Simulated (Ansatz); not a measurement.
# CH₂Se (SMILES C=[Se]): one structure at several levels

An exercise on one series of results from a longer session: the logs are not shown, and one member is left open.

Computed with Ansatz 0.2.0, Gaussian basis. Level: single points in def2-TZVPP.

Correlated methods freeze the cores. Filled d shells of the heavier atoms are correlated.

### Starting geometry

SMILES `C=[Se]`, 4 atoms, charge 0, spin multiplicity 1.

Atoms are counted from 1 here; the program's logs count them from 0.

Bond lengths: C1–Se2 1.702 Å, C1–H3 1.126 Å, C1–H4 1.155 Å. Angles: Se2–C1–H3 118.7°, Se2–C1–H4 118.1°, H3–C1–H4 117.9°.

Geometry (Å):

```
C    -0.2114    0.0981   -0.0164
Se    1.3322    0.3114    0.6672
H    -0.6416   -0.9416   -0.0677
H    -0.5738    0.8726   -0.7924
```

Set-up of the first run:

Input file run/in.yaml:

```yaml
crystal:
  periodic: [false, false, false]
  atoms:
    - {symbol: C, position_ang: [-0.211400, 0.098100, -0.016400]}
    - {symbol: Se, position_ang: [1.332200, 0.311400, 0.667200]}
    - {symbol: H, position_ang: [-0.641600, -0.941600, -0.067700]}
    - {symbol: H, position_ang: [-0.573800, 0.872600, -0.792400]}
basis:
  gaussian: {orbitals: def2-TZVPP}
correlation: {method: ccsd_t}
output: {forces: true}
```

No record of the launch command was kept for these runs.

Among the steps run: CCSD(T)/def2-TZVPP; PBE0-D4/def2-TZVPP; wB97M-V/def2-TZVPP; r2SCAN-D4/def2-TZVPP; PBE-D4/def2-TZVPP; wB97X-V/def2-TZVPP; HSE06-D4/def2-TZVPP.

One table of the session follows, with a row left open; its other results are not shown here.

| method | RMS force component (eV/Å) | angle to CCSD(T) forces (°) | dipole (D) |
| --- | --- | --- | --- |
| CCSD(T) | 1.500 | reference | 1.35 |
| PBE0-D4 | 1.295 | 8.2 | 1.42 |
| wB97M-V | ? | ? | ? |
| r2SCAN-D4 | 1.330 | 5.6 | 1.46 |
| PBE-D4 | 1.349 | 4.0 | 1.31 |
| wB97X-V | 1.260 | 11.4 | 1.45 |
| HSE06-D4 | 1.297 | 8.0 | 1.42 |

**Question.** Estimate the row for wB97M-V.

The run gave: RMS force component (eV/Å): 1.290; angle to CCSD(T) forces (°): 10.6; dipole (D): 1.38. In the column «RMS force component (eV/Å)» it lies between wB97X-V (1.260) and PBE0-D4 (1.295).
